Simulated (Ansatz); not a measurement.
**AlBrFH: up Jacob's ladder to CCSD(T)**

One table from this session's results is given with a row withheld; the runs are named, their logs left out.

Method: functionals in def2-TZVPP, the program's frozen cores in correlated methods; program: Ansatz 0.2.0, Gaussian basis.

Levels to be run: LDA (SPW92), PBE-D4, revPBE-D4, BLYP-D4, r2SCAN-D4, B97M-V, PBE0-D4, B3LYP-D4, r2SCANh-D4, r2SCAN0-D4, HSE06-D4, BHLYP-D4, CAM-B3LYP-D4, LC-ωPBE, ωB97X-V, ωB97M-V, B2PLYP, PBE-QIDH; CCSD(T)/def2-SVP; CCSD(T)/def2-TZVPP; MP2/def2-QZVPP; extrapolation to the limit; RPA on PBE.

### The relaxed structure

The geometry comes from an earlier relaxation with PBE0-D4 in a triple-zeta def2 set; it is a stationary point.

4 atoms, charge 0, spin multiplicity 1.

Atoms are counted from 1 here; the program's logs count them from 0.

Bond lengths: F1–Al2 1.641 Å, Al2–Br3 2.237 Å, Al2–H4 1.563 Å. Angles: F1–Al2–Br3 117.7°, F1–Al2–H4 119.7°, Br3–Al2–H4 122.6°.

Set-up of the first run:

in.yaml reads:

```yaml
crystal:
  periodic: [false, false, false]
  atoms:
    - {symbol: F, position_ang: [0.779107, -0.805065, 1.280127]}
    - {symbol: Al, position_ang: [0.132336, 0.076184, 0.056378]}
    - {symbol: Br, position_ang: [-1.566561, -0.822699, -1.087981]}
    - {symbol: H, position_ang: [0.710518, 1.491281, -0.268824]}
basis:
  gaussian: {orbitals: def2-TZVPP}
hamiltonian: {xc: lda}
output: {orbitals: {seedname: orbitals}}
```

Steps of the session up to this table: LDA; PBE-D4 (GGA); revPBE-D4 (GGA); BLYP-D4 (GGA); r2SCAN-D4 (meta-GGA); B97M-V (meta-GGA); PBE0-D4 (hybrid); B3LYP-D4 (hybrid); r2SCANh-D4 (hybrid); r2SCAN0-D4 (hybrid); HSE06-D4 (hybrid); BHLYP-D4 (hybrid); CAM-B3LYP-D4 (range-separated); LC-ωPBE-D4 (range-separated; the results give it without D4); ωB97X-V (range-separated); ωB97M-V (range-separated); B2PLYP (double hybrid); PBE-QIDH (double hybrid).

One of the session's tables, all rows but one given; the rest of the session is left out.

It belongs to the step «Frontier levels by functional». 

| functional | HOMO (eV) | LUMO (eV) | gap (eV) |
| --- | --- | --- | --- |
| LDA (SPW92) | -7.74 | -2.31 | 5.43 |
| PBE-D4 | -7.59 | -2.04 | 5.55 |
| revPBE-D4 | -7.53 | -1.93 | 5.61 |
| BLYP-D4 | -7.40 | -1.94 | 5.46 |
| r2SCAN-D4 | -7.93 | -1.70 | 6.23 |
| B97M-V | -7.99 | -1.89 | 6.10 |
| PBE0-D4 | -8.88 | -1.29 | 7.60 |
| B3LYP-D4 | -8.60 | -1.51 | 7.10 |
| r2SCANh-D4 | -8.40 | -1.44 | 6.95 |
| r2SCAN0-D4 | -9.11 | -1.08 | 8.03 |
| HSE06-D4 | -8.48 | -1.65 | 6.83 |
| BHLYP-D4 | ? | ? | ? |
| CAM-B3LYP-D4 | -10.20 | -0.37 | 9.83 |
| LC-ωPBE | -11.62 | 0.75 | 12.37 |
| ωB97X-V | -11.25 | 0.64 | 11.88 |
| ωB97M-V | -11.10 | 0.35 | 11.44 |

Q: Estimate the row for BHLYP-D4 from the others.

Worked estimate for «HOMO (eV)». Against the share of exact exchange, BLYP-D4 (0, -7.40), B3LYP-D4 (0.2, -8.60) give a slope of -6.00 per unit share; at 0.5 the line stands at -10.40.

As computed: HOMO (eV): -10.00; LUMO (eV): -0.55; gap (eV): 9.46. In «HOMO (eV)» the line misses by -0.40.
